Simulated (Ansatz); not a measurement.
# H7NOSi2Zn: basis-set convergence

How large a basis does H7NOSi2Zn need? Two functionals are run in growing sets.

The runs use Ansatz 0.2.0, Gaussian basis; one geometry, several basis sets.

The runs, in order: PBE0-D4/def2-SVP; ωB97M-V/def2-SVP; PBE0-D4/def2-QZVPP; ωB97M-V/def2-QZVPP; the functionals' def2-TZVPP values are taken from earlier runs.

### Step 1. The geometry

An earlier PBE0-D4 in a triple-zeta def2 set relaxation fixed the geometry.

SMILES `[OH][Zn][N]([SiH3])[SiH3]`, 12 atoms, charge 0, spin multiplicity 1.

Atoms are counted from 1 here; the program's logs count them from 0.

Bond lengths: O1–Zn2 1.766 Å, O1–H6 0.959 Å, Zn2–N3 1.822 Å, N3–Si4 1.724 Å, N3–Si5 1.724 Å, Si4–H7 1.491 Å, Si4–H8 1.490 Å, Si4–H9 1.491 Å, Si5–H10 1.491 Å, Si5–H11 1.490 Å, Si5–H12 1.490 Å. Angles: Zn2–O1–H6 115.4°, O1–Zn2–N3 176.1°, Zn2–N3–Si4 118.3°, Zn2–N3–Si5 118.3°, Si4–N3–Si5 123.4°, N3–Si4–H7 111.9°, N3–Si4–H8 112.0°, N3–Si4–H9 108.6°, H7–Si4–H8 107.5°, H7–Si4–H9 108.4°, H8–Si4–H9 108.4°, N3–Si5–H10 108.6°, N3–Si5–H11 111.9°, N3–Si5–H12 112.0°, H10–Si5–H11 108.4°, H10–Si5–H12 108.4°, H11–Si5–H12 107.5°.

As a file:

```
O     0.1042    3.3771    0.7463
Zn    0.0365    1.6579    0.3471
N     0.0469   -0.1356    0.0264
Si   -1.1096   -1.1184    0.8441
Si    1.1959   -0.7578   -1.0982
H    -0.4433    3.9474    0.2040
H    -1.9996   -1.8385   -0.1104
H    -0.4601   -2.1423    1.7101
H    -1.9543   -0.2412    1.7045
H     2.0030    0.3777   -1.6296
H     0.5348   -1.4432   -2.2449
H     2.1226   -1.7382   -0.4654
```

### Step 2. PBE0-D4 in def2-SVP

in.yaml

```yaml
crystal:
  periodic: [false, false, false]
  atoms:
    - {symbol: O, position_ang: [0.104152, 3.377118, 0.746336]}
    - {symbol: Zn, position_ang: [0.036450, 1.657946, 0.347134]}
    - {symbol: N, position_ang: [0.046851, -0.135649, 0.026357]}
    - {symbol: Si, position_ang: [-1.109642, -1.118376, 0.844087]}
    - {symbol: Si, position_ang: [1.195860, -0.757838, -1.098197]}
    - {symbol: H, position_ang: [-0.443277, 3.947448, 0.204034]}
    - {symbol: H, position_ang: [-1.999563, -1.838532, -0.110397]}
    - {symbol: H, position_ang: [-0.460076, -2.142331, 1.710067]}
    - {symbol: H, position_ang: [-1.954334, -0.241225, 1.704485]}
    - {symbol: H, position_ang: [2.003022, 0.377651, -1.629581]}
    - {symbol: H, position_ang: [0.534821, -1.443159, -2.244890]}
    - {symbol: H, position_ang: [2.122636, -1.738154, -0.465436]}
basis:
  gaussian: {orbitals: def2-SVP}
hamiltonian: {xc: pbe0, dispersion: d4}
output: {orbitals: {seedname: orbitals}}
```

Launch:

```console
> ansatz run in.yaml --threads 4 --pin off --events-out ev --progress --plain --max-ram 11315MiB
```

Further steps of the session: ωB97M-V in def2-SVP; PBE0-D4 in def2-QZVPP; ωB97M-V in def2-QZVPP.

Q: Predict the results of all the runs planned. Wanted: PBE0-D4: double and triple zeta above quadruple; ωB97M-V: double and triple zeta above quadruple.

The runs gave:

| quantity | value |
| --- | --- |
| PBE0-D4: double and triple zeta above quadruple | 19.20, 2.01 eV |
| ωB97M-V: double and triple zeta above quadruple | 19.29, 1.91 eV |

What this shows: For PBE0-D4 the step from double to triple zeta gains 17.19 eV and the next only 2.01 eV. Total energies overstate the basis error of differences, where much of it tends to cancel.
